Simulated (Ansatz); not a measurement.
# C2H5Ge radical: how energies converge with the basis set

One table from this session's results is given with a row withheld; the runs are named, their logs left out.

Program: Ansatz 0.2.0, Gaussian basis. Level of theory: one geometry, several basis sets. These are calculated values, not measurements.

The runs, in order: PBE0-D4/def2-SVP; ωB97M-V/def2-SVP; PBE0-D4/def2-QZVPP; ωB97M-V/def2-QZVPP; the functionals' def2-TZVPP values are taken from earlier runs.

## Structure used throughout

An earlier PBE0-D4 in a triple-zeta def2 set relaxation fixed the geometry.

SMILES `C=[CH][GeH2]`, 8 atoms, charge 0, spin multiplicity 2.

Atoms are counted from 1 here; the program's logs count them from 0.

Bond lengths: C1–C2 1.334 Å, C1–H4 1.086 Å, C1–H5 1.086 Å, C2–Ge3 1.920 Å, C2–H6 1.088 Å, Ge3–H7 1.542 Å, Ge3–H8 1.541 Å. Angles: C2–C1–H4 121.8°, C2–C1–H5 122.0°, H4–C1–H5 116.2°, C1–C2–Ge3 123.7°, C1–C2–H6 118.9°, Ge3–C2–H6 117.3°, C2–Ge3–H7 111.3°, C2–Ge3–H8 112.7°, H7–Ge3–H8 112.0°.

Set-up of the first run:

in.yaml

```yaml
crystal:
  periodic: [false, false, false]
  atoms:
    - {symbol: C, position_ang: [-0.562366, 1.104140, -0.571678]}
    - {symbol: C, position_ang: [-0.575458, 0.045870, 0.240681]}
    - {symbol: Ge, position_ang: [0.997796, -0.936213, 0.736775]}
    - {symbol: H, position_ang: [-1.466856, 1.660754, -0.800157]}
    - {symbol: H, position_ang: [0.348949, 1.453166, -1.048769]}
    - {symbol: H, position_ang: [-1.514543, -0.250786, 0.702391]}
    - {symbol: H, position_ang: [2.146158, -0.697594, -0.264046]}
    - {symbol: H, position_ang: [0.718420, -2.436535, 0.948904]}
basis:
  gaussian: {orbitals: def2-SVP}
magnetization: {spin_polarized: true, initial_magnetization: 1}
hamiltonian: {xc: pbe0, dispersion: d4}
output: {orbitals: {seedname: orbitals}}
```

Among the steps run: PBE0-D4 in def2-SVP; ωB97M-V in def2-SVP; PBE0-D4 in def2-QZVPP; ωB97M-V in def2-QZVPP.

One table of the session follows, with a row left open; its other results are not shown here.

It belongs to the step «Density functionals: the series». 

```
functional       basis  HOMO (eV)  LUMO (eV)
   PBE0-D4    def2-SVP      -5.69      -2.48
   PBE0-D4  def2-TZVPP      -5.73      -2.53
   PBE0-D4  def2-QZVPP      -5.75      -2.57
   ωB97M-V    def2-SVP      -7.59      -0.65
   ωB97M-V  def2-TZVPP      -7.64      -0.74
   ωB97M-V  def2-QZVPP          ?          ?
```

Estimate the missing values for ωB97M-V, def2-QZVPP.

**Answer.** HOMO (eV): -7.66; LUMO (eV): -0.85. In the column «HOMO (eV)» it is the lowest.
